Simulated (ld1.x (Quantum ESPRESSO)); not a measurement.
**F: generating and testing a PAW potential**

Task: generate the file, and judge it by its errors in other configurations, its logarithmic derivatives, its ghosts and its cutoff.

The numbers are computed with ld1.x (Quantum ESPRESSO) 7.5 (LDA (PZ), scalar-relativistic, spin-unpolarised reference atom).

### 1 Settings

Typed settings, in words:

| Quantity | Value |
| --- | --- |
| element | fluorine (F, Z = 9) |
| type | PAW |
| frozen core | [He] |
| valence charge | 7 |
| reference configuration | 2s2 2p4.75 (charge +0.25) |
| partial waves | 2s (bound): rcut 0.60, rcutus 0.70 bohr; 2s channel at 1.85 Ry: rcut 0.60, rcutus 0.70 bohr; 2p (bound): rcut 1.00, rcutus 1.05 bohr; 2p channel at -0.4 Ry: rcut 1.00, rcutus 1.05 bohr |
| local potential | all-electron potential smoothed inside 0.80 bohr (lloc = -1) |
| core correction | Bessel-smoothed model core, default radius (core density twice the valence density) |
| augmentation charge | PSQ, radius 0.45 bohr |

An earlier all-electron run gives the scale for the radii.

All-electron outer shells of the reference configuration (LDA (PZ), scalar-relativistic, ld1.x):

```csv
shell,level (eV),outermost node (bohr),outermost maximum (bohr)
1s,-663.60,–,0.12
2s,-33.67,0.24,0.76
2p,-15.22,–,0.70
```

### 2 Generating the potential

Contents of F.in:

```
 &input
   title='F', zed=9., rel=1, dft='PZ', iswitch=3,
   config='[He] 2s2 2p4.75',
   nld=2, rlderiv=1.15, eminld=-4.0, emaxld=5.0, deld=0.02
 /
 &inputp
   pseudotype=3, lpaw=.true., tm=.true., lloc=-1, rcloc=0.80,
   nlcc=.true., new_core_ps=.true.,
   which_augfun='PSQ', rmatch_augfun=0.45,
   file_pseudopw='F.UPF', file_wfcaegen='ae.wfc', file_wfcncgen='nc.wfc', file_beta='beta', file_chi='chi', file_wfcusgen='us.wfc'
 /
4
2S  1  0   2.00   0.00  0.60  0.70  0.0
2S  1  0   0.00   1.85  0.60  0.70  0.0
2P  2  1   4.75   0.00  1.00  1.05  0.0
2P  2  1   0.00  -0.40  1.00  1.05  0.0
 &test
   configts(1)='2s2 2p4.75'
 /
```

Started as:

```
$ ld1.x < F.in > F.out
```

What the program wrote to F.out (without the banner and most projector matrices):

```text
     Program LD1 v.7.5
     --------------------------- All-electron run ----------------------------

     F
     scalar relativistic calculation

     atomic number is  9.00
     dft =PZ   lsd =0 sic =0 latt =0  beta=0.20 tr2=1.0E-14
     Exchange-correlation= PZ
                           (   1   1   0   0   0   0   0)
     mesh =1105 r(mesh) =  99.76081 a.u. xmin = -7.00 dx = 0.01250
     1 Ry =  13.60569312 eV, c = 137.03599908

     n l     nl                  e(Ry)          e(Ha)          e(eV)
     1 0     1S 1( 2.00)       -48.7740       -24.3870      -663.6038
     2 0     2S 1( 2.00)        -2.4746        -1.2373       -33.6681
     2 1     2P 1( 4.75)        -1.1186        -0.5593       -15.2198

     final scf error:  5.0E-15 reached in  38 iterations

     Etot =    -198.130341 Ry,     -99.065171 Ha,   -2695.700624 eV

     Ekin =     197.641684 Ry,      98.820842 Ha,    2689.052098 eV
     Encl =    -473.134055 Ry,    -236.567028 Ha,   -6437.316762 eV
     Eh   =      96.384328 Ry,      48.192164 Ha,    1311.375594 eV
     Exc  =     -19.022298 Ry,      -9.511149 Ha,    -258.811553 eV

     normalization and overlap integrals

     s(1S/1S) =  1.000000  <r> =   0.1772  <r2> =    0.0424  r(max) =   0.1154
     s(2S/2S) =  1.000000  <r> =   0.9998  <r2> =    1.2166  r(max) =   0.7617
     s(2P/2P) =  1.000000  <r> =   1.0692  <r2> =    1.5128  r(max) =   0.6979

     ------------------------ End of All-electron run ------------------------

     --------------------- Generating PAW atomic setup --------------------

      Generating local potential from pseudized AE potential:
      Matching radius rcloc =   0.8000

      Local pseudo, rcloc= 0.801 Estimated cut-off energy=    37.73 Ry

      Computing core charge for nlcc:

       r > 0.28 : true rho core
      Core charge pseudized with two Bessel functions
      Integrated core pseudo-charge :   1.45
      Wfc-us  2S rcutus= 0.707  Estimated cut-off energy=    87.37 Ry
      Wfc-us  2S rcutus= 0.707  Estimated cut-off energy=    94.82 Ry
      Wfc-us  2P rcutus= 1.054  Estimated cut-off energy=    69.61 Ry
      Wfc-us  2P rcutus= 1.054  Estimated cut-off energy=    72.42 Ry

     Required augmentation: PSQ   radius:    0.450000

     Q pseudized with Bessel functions
     Expected ecutrho=    1170.2611 due to l1=  1   l2=  1

     Estimated PAW energy =  -57.679244 Ryd

     The PAW screened D coefficients
     2.29591     2.34790     0.00000     0.00000
     2.34790     2.40083     0.00000     0.00000
     0.00000     0.00000    -0.91165    -0.60521
     0.00000     0.00000    -0.60521    -0.39939

     The PAW descreened D coefficients (US)
     1.68106     1.66218     0.00000     0.00000
     1.66218     1.64150     0.00000     0.00000
     0.00000     0.00000     0.89539     0.66842
     0.00000     0.00000     0.66842     0.49776

     ------------------- End of pseudopotential generation -------------------

     [... the all-electron block is printed once more ...]


     Computing logarithmic derivative in   1.14344
     Computing logarithmic derivative in   1.14344
     Computing the partial wave expansion
     R is outside the sphere for l=    0 j= 0.00
     R is outside the sphere for l=    0 j= 0.00
     R is outside the sphere for l=    1 j= 0.00
     R is outside the sphere for l=    1 j= 0.00

     ---------------------- Testing the pseudopotential ----------------------

     F
     scalar relativistic calculation

     atomic number is  9.00   valence charge is  7.00
     dft = SLA  PZ   NOGX NOGC   lsd =0 sic =0 latt =0  beta=0.20 tr2=1.0E-14
     mesh =1105 r(mesh) =  99.76081 xmin = -7.00 dx = 0.01250

     n l     nl             e AE (Ry)        e PS (Ry)    De AE-PS (Ry)
     1 0     2S   1( 2.00)       -2.47456       -2.47461        0.00006
     2 1     2P   1( 4.75)       -1.11863       -1.11865        0.00001

     eps = 1.9E-16  iter =  4

     Etot =    -198.130341 Ry,     -99.065171 Ha,   -2695.700624 eV
     Etotps =   -57.679403 Ry,     -28.839702 Ha,    -784.768257 eV

     Ekin =      50.193238 Ry,      25.096619 Ha,     682.913794 eV
     Encl =    -129.163219 Ry,     -64.581609 Ha,   -1757.355114 eV
     Ehrt =      40.312868 Ry,      20.156434 Ha,     548.484514 eV
     Ecxc =     -19.022291 Ry,      -9.511145 Ha,    -258.811452 eV
     (Ecc =      -5.156885 Ry,      -2.578443 Ha,     -70.162996 eV)

     ---------------------- End of pseudopotential test ----------------------
```

It took 1.1 s on 1 thread, shared host. This counts the later configuration tests of the new file too.

Partial waves on a coarse radial grid (AE all-electron, PS pseudo):

| r (bohr) | 2p AE | 2p PS |
| --- | --- | --- |
| 0.053 | 0.0487 | 0.0129 |
| 0.105 | 0.1534 | 0.0498 |
| 0.158 | 0.2811 | 0.1098 |
| 0.210 | 0.4070 | 0.1867 |
| 0.262 | 0.5230 | 0.2768 |
| 0.315 | 0.6262 | 0.3767 |
| 0.368 | 0.7123 | 0.4789 |
| 0.420 | 0.7801 | 0.5758 |
| 0.473 | 0.8334 | 0.6664 |
| 0.525 | 0.8714 | 0.7432 |
| 0.578 | 0.8976 | 0.8067 |
| 0.630 | 0.9125 | 0.8530 |
| 0.683 | 0.9185 | 0.8840 |
| 0.735 | 0.9170 | 0.8996 |
| 0.788 | 0.9092 | 0.9025 |
| 0.840 | 0.8966 | 0.8952 |
| 0.893 | 0.8798 | 0.8802 |
| 0.945 | 0.8603 | 0.8608 |
| 0.998 | 0.8380 | 0.8382 |
| 1.050 | 0.8145 | 0.8145 |
| 1.102 | 0.7897 | 0.7897 |
| 1.155 | 0.7636 | 0.7636 |
| 1.208 | 0.7371 | 0.7371 |
| 1.260 | 0.7108 | 0.7108 |
| 1.313 | 0.6840 | 0.6840 |
| 1.365 | 0.6579 | 0.6579 |

### 3 Transferability test

Contents of F.test.in:

```
 &input
   title='F', zed=9., rel=1, dft='PZ', iswitch=2,
   config='[He] 2s2 2p4.75'
 /
 &test
   file_pseudo='F.UPF', nconf=10,
   configts(1)='2s2 2p4.75',
   configts(2)='2s2 2p5',
   configts(3)='2s2 2p4',
   configts(4)='2s2 2p3',
   configts(5)='2s2 2p2',
   configts(6)='2s1 2p6',
   configts(7)='2s1 2p5',
   configts(8)='2s2 2p1',
   configts(9)='2s2 2p4.75', lsdts(9)=1,
   configts(10)='2s2 2p5', lsdts(10)=1
 /
```

Started as:

```
$ ld1.x < F.test.in > F.test.out
```

F.test.out, the pseudopotential blocks:

```text
     ---------------------- Testing the pseudopotential ----------------------

     F
     scalar relativistic calculation

     atomic number is  9.00   valence charge is  7.00
     dft =SLA  PZ   NOGX NOGC   lsd =0 sic =0 latt =0  beta=0.20 tr2=1.0E-14
     mesh =1105 r(mesh) =  99.76081 xmin = -7.00 dx = 0.01250

     n l     nl             e AE (Ry)        e PS (Ry)    De AE-PS (Ry)
     1 0     2S   1( 2.00)       -2.47456       -2.47461        0.00006
     2 1     2P   1( 4.75)       -1.11863       -1.11865        0.00001

     eps = 1.9E-16  iter =  4

     Etot =    -198.130341 Ry,     -99.065171 Ha,   -2695.700624 eV
     Etotps =   -57.679403 Ry,     -28.839702 Ha,    -784.768257 eV

     Ekin =      50.193238 Ry,      25.096619 Ha,     682.913794 eV
     Encl =    -129.163219 Ry,     -64.581609 Ha,   -1757.355114 eV
     Ehrt =      40.312868 Ry,      20.156434 Ha,     548.484514 eV
     Ecxc =     -19.022291 Ry,      -9.511145 Ha,    -258.811452 eV
     (Ecc =      -5.156885 Ry,      -2.578443 Ha,     -70.162996 eV)

     ---------------------- End of pseudopotential test ----------------------

     ---------------------- Testing the pseudopotential ----------------------

     F
     [...]
     n l     nl             e AE (Ry)        e PS (Ry)    De AE-PS (Ry)
     1 0     2S   1( 2.00)       -2.17900       -2.17906        0.00006
     2 1     2P   1( 5.00)       -0.83014       -0.83015        0.00001

     eps = 1.8E-15  iter = 11

     Etot =    -198.373517 Ry,     -99.186759 Ha,   -2699.009202 eV
     Etotps =   -57.922597 Ry,     -28.961298 Ha,    -788.077078 eV
     dEtot_ae =      -0.243176 Ry
     dEtot_ps =      -0.243194 Ry,   Delta E=       0.000018 Ry

     [...]
     ---------------------- End of pseudopotential test ----------------------

     ---------------------- Testing the pseudopotential ----------------------

     F
     [...]
     n l     nl             e AE (Ry)        e PS (Ry)    De AE-PS (Ry)
     1 0     2S   1( 2.00)       -3.45966       -3.45982        0.00016
     2 1     2P   1( 4.00)       -2.09141       -2.09157        0.00016

     eps = 5.4E-16  iter =  9

     Etot =    -196.936241 Ry,     -98.468121 Ha,   -2679.454061 eV
     Etotps =   -56.485196 Ry,     -28.242598 Ha,    -768.520247 eV
     dEtot_ae =       1.194100 Ry
     dEtot_ps =       1.194207 Ry,   Delta E=      -0.000106 Ry

     [...]
     ---------------------- End of pseudopotential test ----------------------

     ---------------------- Testing the pseudopotential ----------------------

     F
     [...]
     n l     nl             e AE (Ry)        e PS (Ry)    De AE-PS (Ry)
     1 0     2S   1( 2.00)       -4.96896       -4.96979        0.00083
     2 1     2P   1( 3.00)       -3.60977       -3.61065        0.00088

     eps = 1.7E-16  iter =  7

     Etot =    -194.105637 Ry,     -97.052818 Ha,   -2640.941730 eV
     Etotps =   -53.654031 Ry,     -26.827016 Ha,    -730.000284 eV
     dEtot_ae =       4.024704 Ry
     dEtot_ps =       4.025372 Ry,   Delta E=      -0.000667 Ry

     [...]
     ---------------------- End of pseudopotential test ----------------------

     ---------------------- Testing the pseudopotential ----------------------

     F
     [...]
     n l     nl             e AE (Ry)        e PS (Ry)    De AE-PS (Ry)
     1 0     2S   1( 2.00)       -6.67045       -6.67273        0.00228
     2 1     2P   1( 2.00)       -5.35372       -5.35558        0.00186

     eps = 1.6E-16  iter =  7

     Etot =    -189.641922 Ry,     -94.820961 Ha,   -2580.209791 eV
     Etotps =   -49.188795 Ry,     -24.594398 Ha,    -669.247655 eV
     dEtot_ae =       8.488420 Ry
     dEtot_ps =       8.490608 Ry,   Delta E=      -0.002188 Ry

     [...]
     ---------------------- End of pseudopotential test ----------------------

     ---------------------- Testing the pseudopotential ----------------------

     F
     [...]
     n l     nl             e AE (Ry)        e PS (Ry)    De AE-PS (Ry)
     1 0     2S   1( 1.00)       -2.21457       -2.21471        0.00013
     2 1     2P   1( 6.00)       -0.86013       -0.86011       -0.00002

     eps = 3.8E-17  iter = 10

     Etot =    -197.021864 Ry,     -98.510932 Ha,   -2680.619019 eV
     Etotps =   -56.570830 Ry,     -28.285415 Ha,    -769.685355 eV
     dEtot_ae =       1.108478 Ry
     dEtot_ps =       1.108573 Ry,   Delta E=      -0.000095 Ry

     [...]
     ---------------------- End of pseudopotential test ----------------------

     ---------------------- Testing the pseudopotential ----------------------

     F
     [...]
     n l     nl             e AE (Ry)        e PS (Ry)    De AE-PS (Ry)
     1 0     2S   1( 1.00)       -3.47262       -3.47279        0.00018
     2 1     2P   1( 5.00)       -2.09859       -2.09867        0.00009

     eps = 7.4E-15  iter =  9

     Etot =    -195.565088 Ry,     -97.782544 Ha,   -2660.798571 eV
     Etotps =   -55.114000 Ry,     -27.557000 Ha,    -749.864169 eV
     dEtot_ae =       2.565254 Ry
     dEtot_ps =       2.565403 Ry,   Delta E=      -0.000150 Ry

     [...]
     ---------------------- End of pseudopotential test ----------------------

     ---------------------- Testing the pseudopotential ----------------------

     F
     [...]
     n l     nl             e AE (Ry)        e PS (Ry)    De AE-PS (Ry)
     1 0     2S   1( 2.00)       -8.53979       -8.54343        0.00364
     2 1     2P   1( 1.00)       -7.30089       -7.30188        0.00099

     eps = 4.9E-17  iter =  7

     Etot =    -183.330830 Ry,     -91.665415 Ha,   -2494.343010 eV
     Etotps =   -42.875805 Ry,     -21.437902 Ha,    -583.355040 eV
     dEtot_ae =      14.799512 Ry
     dEtot_ps =      14.803598 Ry,   Delta E=      -0.004087 Ry

     [...]
     ---------------------- End of pseudopotential test ----------------------

     ---------------------- Testing the pseudopotential ----------------------

     F
     [...]
     n l     nl             e AE (Ry)        e PS (Ry)    De AE-PS (Ry)
     1 0     2S   1( 1.00)       -2.53989       -2.53997        0.00008
     2 1     2P   1( 3.00)       -1.18330       -1.18326       -0.00004
     1 0     2S   2( 1.00)       -2.39164       -2.39169        0.00005
     2 1     2P   2( 1.75)       -1.03729       -1.03737        0.00008

     eps = 7.0E-15  iter =  8

     Etot =    -198.175915 Ry,     -99.087958 Ha,   -2696.320685 eV
     Etotps =   -57.724941 Ry,     -28.862471 Ha,    -785.387836 eV
     dEtot_ae =      -0.045574 Ry
     dEtot_ps =      -0.045538 Ry,   Delta E=      -0.000035 Ry

     [...]
     ---------------------- End of pseudopotential test ----------------------

     ---------------------- Testing the pseudopotential ----------------------

     F
     [...]
     n l     nl             e AE (Ry)        e PS (Ry)    De AE-PS (Ry)
     1 0     2S   1( 1.00)       -2.23112       -2.23120        0.00008
     2 1     2P   1( 3.00)       -0.88094       -0.88091       -0.00003
     1 0     2S   2( 1.00)       -2.11613       -2.11619        0.00006
     2 1     2P   2( 2.00)       -0.76941       -0.76946        0.00006

     eps = 4.6E-15  iter = 15

     Etot =    -198.401386 Ry,     -99.200693 Ha,   -2699.388377 eV
     Etotps =   -57.950443 Ry,     -28.975222 Ha,    -788.455950 eV
     dEtot_ae =      -0.271045 Ry
     dEtot_ps =      -0.271040 Ry,   Delta E=      -0.000004 Ry

     [...]
     ---------------------- End of pseudopotential test ----------------------
```

Energies count from the reference configuration 2s2 2p4.75; the error is all-electron less pseudo. Spin-polarised rows fill open shells by Hund's rule and count from the unpolarised reference.

```tsv
valence configuration	charge	ΔE all-electron (eV)	error AE − PS (meV)
2s2 2p5	0	-3.309	+0.2
2s2 2p4	+1	16.247	-1.4
2s2 2p3	+2	54.759	-9.1
2s2 2p2	+3	115.491	-30
2s1 2p6	0	15.082	-1.3
2s1 2p5	+1	34.902	-2.0
2s2 2p1	+4	201.358	-56
2s2 2p4.75 (spin-polarised)	+0.25	-0.620	-0.5
2s2 2p5 (spin-polarised)	0	-3.688	-0.1
```

### 4 Logarithmic derivatives

Taken from the files of the generation run. The phase is arctan(r·u′/u) with u = r·R, unwrapped, with energies in Ry. A pole is an energy at which the radial function vanishes at the test radius. The pseudo phase is shifted by a multiple of π to meet the all-electron one at the reference energy. Levels narrower than the energy grid can be missing from the poles. The last column is the largest difference on the grid between −1 and +1 Ry.

| channel | radius (bohr) | reference (Ry) | poles AE | poles PS | window around the reference with phases within 0.05 rad (Ry) | largest difference near zero (rad) |
| --- | --- | --- | --- | --- | --- | --- |
| s | 1.14 | -2.47 | 1.90 | 1.90 | the whole range | 0.000 |
| p | 1.14 | -1.12 | 2.22 | 2.22 | the whole range | 0.000 |

Phases (rad) along the scan:

| E (Ry) | s AE | s PS | p AE | p PS |
| --- | --- | --- | --- | --- |
| -4.00 | 0.292 | 0.292 | 0.938 | 0.938 |
| -3.52 | -0.040 | -0.041 | 0.845 | 0.845 |
| -3.04 | -0.410 | -0.410 | 0.712 | 0.712 |
| -2.56 | -0.732 | -0.732 | 0.512 | 0.511 |
| -2.08 | -0.969 | -0.969 | 0.206 | 0.206 |
| -1.60 | -1.135 | -1.135 | -0.208 | -0.208 |
| -1.12 | -1.252 | -1.252 | -0.630 | -0.630 |
| -0.64 | -1.338 | -1.338 | -0.948 | -0.948 |
| -0.16 | -1.404 | -1.404 | -1.159 | -1.159 |
| 0.32 | -1.456 | -1.455 | -1.300 | -1.300 |
| 0.80 | -1.498 | -1.498 | -1.398 | -1.398 |
| 1.28 | -1.533 | -1.533 | -1.470 | -1.470 |
| 1.76 | -1.563 | -1.563 | -1.527 | -1.527 |
| 2.24 | -1.589 | -1.589 | -1.573 | -1.573 |
| 2.72 | -1.613 | -1.613 | -1.611 | -1.611 |
| 3.20 | -1.635 | -1.635 | -1.645 | -1.645 |
| 3.68 | -1.655 | -1.655 | -1.675 | -1.675 |
| 4.16 | -1.674 | -1.674 | -1.704 | -1.703 |
| 4.64 | -1.692 | -1.692 | -1.730 | -1.730 |

### 5 Plane-wave convergence, by spherical Bessel functions

A separate test, outside the generator: the pseudo-atom's Hamiltonian at the reference potential is diagonalised in spherical Bessel functions j_l(qr) that vanish at 20 bohr, with q² up to the cutoff.

All-electron valence levels (Ry): 2s -2.4746, 2p -1.1186. The lowest levels of each channel (Ry) by cutoff; the last column sums, over occupied levels, occupation times the distance from the level at 400 Ry. A positive value at high cutoff is not a bound level.

| cutoff (Ry) | s #1 | p #1 | d #1 | f #1 | Σ f·Δε (mRy) |
| --- | --- | --- | --- | --- | --- |
| 8 | -2.2862 | -0.2282 | 0.0382 | 0.0827 | 4606.6 |
| 18 | -2.4483 | -0.6224 | 0.0382 | 0.0827 | 2409.5 |
| 40 | -2.4595 | -0.9873 | 0.0382 | 0.0827 | 654.1 |
| 60 | -2.4714 | -1.1141 | 0.0382 | 0.0827 | 27.9 |
| 70 | -2.4734 | -1.1179 | 0.0382 | 0.0827 | 5.8 |
| 110 | -2.4742 | -1.1185 | 0.0382 | 0.0827 | 1.5 |
| 140 | -2.4744 | -1.1186 | 0.0382 | 0.0827 | 0.5 |
| 180 | -2.4745 | -1.1186 | 0.0382 | 0.0827 | 0.2 |
| 400 | -2.4746 | -1.1186 | 0.0382 | 0.0827 | 0.0 |

The sum stays within 10 mRy from 70 Ry and within 1 mRy from 140 Ry. The sum leaves out empty levels, which can need more. Ghost test: no level below the all-electron spectrum of its channel (s, p, d, f tested).

### 6 What came out

```
                                                quantity                 value
               cutoffs for 10 and 1 mRy, occupied levels      70 Ry and 140 Ry
                                            bound ghosts            none found
         largest test error (AE − PS), unpolarised tests  -56 meV, for 2s2 2p1
largest phase difference near zero energy, channels read             0.000 rad
         lowest eigenvalue of the overlap (Bessel basis)             0.533 (s)
               density cutoff estimated by the generator               1170 Ry
```

By total energies transferability is fair: the largest error is 56 meV on 201.4 eV, for 2s2 2p1. That test lies far up in energy; among those under 40 eV, nearer to bonding, the largest error is 2.0 meV. The potential is of middling hardness: the looser tolerance needs 70 Ry. No bound ghost shows below the valence levels. Near zero energy the phases of the channels with partial waves agree within 0.001 rad. These are tests on the free atom; a crystal test is still owed.
